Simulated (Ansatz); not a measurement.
# C₃H₅ClTe: a ladder of functionals and wavefunction methods

How much do the methods differ for C₃H₅ClTe? The plan is to run it at one geometry with functionals of several rungs and with coupled cluster, and see how far each lands from CCSD(T) at the basis-set limit for the atomisation energy.

The runs use Ansatz 0.2.0, Gaussian basis; functionals in def2-TZVPP, the program's frozen cores in correlated methods.

Levels to be run: LDA (SPW92), PBE-D4, revPBE-D4, BLYP-D4, r2SCAN-D4, B97M-V, PBE0-D4, B3LYP-D4, r2SCANh-D4, r2SCAN0-D4, HSE06-D4, BHLYP-D4, CAM-B3LYP-D4, LC-ωPBE, ωB97X-V, ωB97M-V, B2PLYP, PBE-QIDH; CCSD(T)/def2-SVP; CCSD(T)/def2-TZVPP; MP2/def2-QZVPP; extrapolation to the limit; RPA on PBE.

2 further runs of the same task are left out: 2 for a known fault of the program.

## Step 1: The geometry

The geometry comes from an earlier relaxation with PBE0-D4 in a triple-zeta def2 set; it is a stationary point, not always the lowest conformer. Te takes the def2 core potential; no spin-orbit term is included.

SMILES `ClC1([TeH])CC1`, 10 atoms, charge 0, spin multiplicity 1.

Atoms are counted from 1 here; the program's logs count them from 0.

Bond lengths: Cl1–C2 1.762 Å, C2–Te3 2.120 Å, C2–C4 1.497 Å, C2–C5 1.494 Å, Te3–H6 1.659 Å, C4–C5 1.500 Å, C4–H7 1.083 Å, C4–H8 1.082 Å, C5–H9 1.083 Å, C5–H10 1.082 Å. Angles: Cl1–C2–Te3 115.5°, Cl1–C2–C4 116.4°, Cl1–C2–C5 116.2°, Te3–C2–C4 117.3°, Te3–C2–C5 120.0°, C4–C2–C5 60.2°, C2–Te3–H6 93.4°, C2–C4–C5 59.8°, C2–C4–H7 118.3°, C2–C4–H8 116.3°, C5–C4–H7 118.6°, C5–C4–H8 117.8°, H7–C4–H8 115.0°, C2–C5–C4 60.0°, C2–C5–H9 116.3°, C2–C5–H10 117.8°, C4–C5–H9 117.6°, C4–C5–H10 118.7° and more.

## Step 2: LDA

This LDA is Slater exchange with PW92 correlation.

in.yaml reads:

```yaml
crystal:
  periodic: [false, false, false]
  atoms:
    - {symbol: Cl, position_ang: [-2.125047, 0.562109, 0.193075]}
    - {symbol: C, position_ang: [-0.533443, -0.154548, -0.046470]}
    - {symbol: Te, position_ang: [-0.484016, -1.875678, -1.283657]}
    - {symbol: C, position_ang: [0.391027, -0.128669, 1.130694]}
    - {symbol: C, position_ang: [0.624955, 0.789543, -0.032049]}
    - {symbol: H, position_ang: [-0.688235, -1.000197, -2.677684]}
    - {symbol: H, position_ang: [1.062935, -0.965967, 1.274231]}
    - {symbol: H, position_ang: [-0.005367, 0.301312, 2.041531]}
    - {symbol: H, position_ang: [0.387697, 1.837532, 0.101414]}
    - {symbol: H, position_ang: [1.452693, 0.583364, -0.698086]}
basis:
  gaussian: {orbitals: def2-TZVPP}
hamiltonian: {xc: lda}
output: {orbitals: {seedname: orbitals}}
```

On the command line:

```sh
$ ansatz run in.yaml --threads 4 --pin off --events-out ev --progress --plain --max-ram 10444MiB
```

After this run come: PBE-D4 (GGA); revPBE-D4 (GGA); BLYP-D4 (GGA); r2SCAN-D4 (meta-GGA); B97M-V (meta-GGA); PBE0-D4 (hybrid); B3LYP-D4 (hybrid); r2SCANh-D4 (hybrid); r2SCAN0-D4 (hybrid); HSE06-D4 (hybrid); BHLYP-D4 (hybrid); CAM-B3LYP-D4 (range-separated); LC-ωPBE (range-separated); ωB97X-V (range-separated); ωB97M-V (range-separated); B2PLYP (double hybrid); PBE-QIDH (double hybrid); CCSD(T) in def2-SVP; CCSD(T) in def2-TZVPP; MP2 in def2-QZVPP; RPA on PBE orbitals.

**Question.** What will the summary of the whole plan be? Wanted: atomisation energy, CCSD(T)/CBS; farthest beyond LDA; mean size of error, GGA; mean size of error, meta-GGA; mean size of error, hybrid; mean size of error, range-separated; mean size of error, double hybrid; gap, smallest and largest; T1 diagnostic.

**Answer**, as computed:

```
                               quantity                                                                                                           value
        atomisation energy, CCSD(T)/CBS                                                                                                  854.3 kcal/mol
functionals within 8.5 kcal/mol (1.0 %)  revPBE-D4, BLYP-D4, r2SCAN-D4, B97M-V, B3LYP-D4, r2SCANh-D4, CAM-B3LYP-D4, LC-ωPBE, ωB97X-V, ωB97M-V, PBE-QIDH
                    farthest beyond LDA                                                                                       BHLYP-D4 (-32.2 kcal/mol)
                mean size of error, GGA                                                                                                   11.7 kcal/mol
           mean size of error, meta-GGA                                                                                                    1.5 kcal/mol
             mean size of error, hybrid                                                                                                   11.9 kcal/mol
    mean size of error, range-separated                                                                                                    2.7 kcal/mol
      mean size of error, double hybrid                                                                                                    7.7 kcal/mol
              gap, smallest and largest                                                                           3.42 eV (BLYP-D4), 10.11 eV (LC-ωPBE)
                          T1 diagnostic                                                                                                          0.0101
triples share of the correlation energy                                                                                                           3.7 %
```

What this shows: LDA overbinds by 141.2 kcal/mol (17 %). PBE-D4 is off by +25.8 kcal/mol. Double hybrids carry the basis error of their MP2 part in triple zeta, and no dispersion term here, so their miss is partly the set-up's. The rungs meta-GGA, range-separated, double hybrid miss on average by less than the doubt on the reference (8.5 kcal/mol), so they tie. Misses under about 8.5 kcal/mol are within the doubt on the reference itself, which lacks core-valence correlation, spin-orbit coupling and higher excitations, and its outer-core shells are covered unevenly. All levels share the lack of spin-orbit coupling, which lowers the free heavy atoms and so the true binding. Hartree-Fock recovers 70 % of the binding; the rest is correlation. CCSD(T) in def2-SVP is off by -48.9 kcal/mol, so the small basis spoils what the method gains. The gap grows from 3.4 to 10.1 eV across the functionals, mostly with the share of exact exchange. Correlated methods include outer-core shells of Te, which these sets cover unevenly.
